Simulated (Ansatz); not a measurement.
Here is an Ansatz input file for CuS, space group Fm-3m. Write the same calculation for the Python package.

```yaml
crystal:
  lattice:
    a: 3.450544
    b: 3.450544
    c: 3.450544
    alpha: 60.0
    beta: 60.0
    gamma: 60.0
  atoms:
    - { symbol: Cu, position: [0.0, 0.0, 0.0] }
    - { symbol: S, position: [0.5, 0.5, 0.5] }
basis:
  ecutwfc: 630.0
kpoints:
  mp_grid:
    grid: [5, 5, 5]
    shift: [0.0, 0.0, 0.0]
hamiltonian:
  xc: r2scan
scf:
  n_extra_bands: 10
  convergence:
    dr2_threshold: 1.0e-06
  occupations:
    method: fermi_dirac
    width: 0.3
output:
  dos:
    de: 0.1
    projected: true
```

The script, `cus.py`:
```python
import warnings

import ansatz as az
import numpy as np


def main() -> None:
    warnings.simplefilter("ignore", az.DeckWarning)

    crystal = (
        az.Lattice.from_parameters(3.450544, 3.450544, 3.450544, alpha=60.0, beta=60.0, gamma=60.0)
        .atom("Cu", (0.0, 0.0, 0.0))
        .atom("S", (0.5, 0.5, 0.5))
    )

    model = (
        crystal.calculation()
        .scf(tolerance=1e-06)
        .kpoints(5, center="gamma")
        .basis(630)
        .functional("r2scan")
        .occupations(az.OccupationsMethod.FERMI_DIRAC, width=0.3)
        .scf(extra_bands=10)
        .density_of_states(projected=True, energy_step=0.1)
    )
    out = model.run(threads=1, backend="cpu")
    report = out.report

    dos = out.density_of_states()
    energy = np.asarray(dos.energies_ev) - dos.fermi_ev
    curves = {}
    for site in out.projected_density_of_states().sites:
        for shell in site.shells:
            weight = sum(np.sum(curve.g_bin_mean_per_ev, axis=0) for curve in shell.curves)
            name = f"{site.species} {shell.label}"
            curves[name] = curves.get(name, 0) + weight

    step = energy[1] - energy[0]
    windows = [(-8, -4), (-4, 0), (0, 4)]
    print("states by shell in windows of E - E_F (eV):", windows)
    for name, g in curves.items():
        print(f"{name:8s}", " ".join(f"{step * g[(energy >= a) & (energy < b)].sum():8.3f}" for a, b in windows))
    filled = (energy < 0) & (energy > -8)
    for name, g in curves.items():
        if g[filled].sum() * step > 0.5:
            print(f"centre of {name}: {np.average(energy[filled], weights=g[filled]):.2f} eV")


if __name__ == "__main__":
    main()
```

Output of `python cus.py`:
```text
states by shell in windows of E - E_F (eV): [(-8, -4), (-4, 0), (0, 4)]
Cu 3S       0.001    0.000    0.000
Cu 4S       0.241    0.149    0.171
Cu 3P       0.004    0.002    0.000
Cu 3D       1.793    7.766    0.309
S 3S        0.063    0.122    0.022
S 3P        2.659    2.210    0.547
centre of Cu 3D: -2.81 eV
centre of S 3P: -3.63 eV
```

Notes:
- The settings weren't tested for convergence.
- The run is spin-unpolarised.
- The mesh is modest for a metal, so energies can be off by several to tens of meV an atom and pressures by half a GPa or more; differences at equal mesh fare better.
- The structure comes from a database of computed cells and needn't be a stable or known phase.
- Curves are summed over the cell's atoms. Only shells that the potentials hold have channels, so projections don't add up to the total, least of all where a shell is missing (p of most metals); heights and places of peaks move with the mesh.
- The density of states is complete only as far up as bands were computed.
- A band centre counts only the states inside the window taken.
- Wall time of the script: 2 s on 1 thread of Arm Neoverse V2, with other jobs on the host, peak memory 0.42 GiB.

(Lines on the test bed's own set-up are left out of the output.)
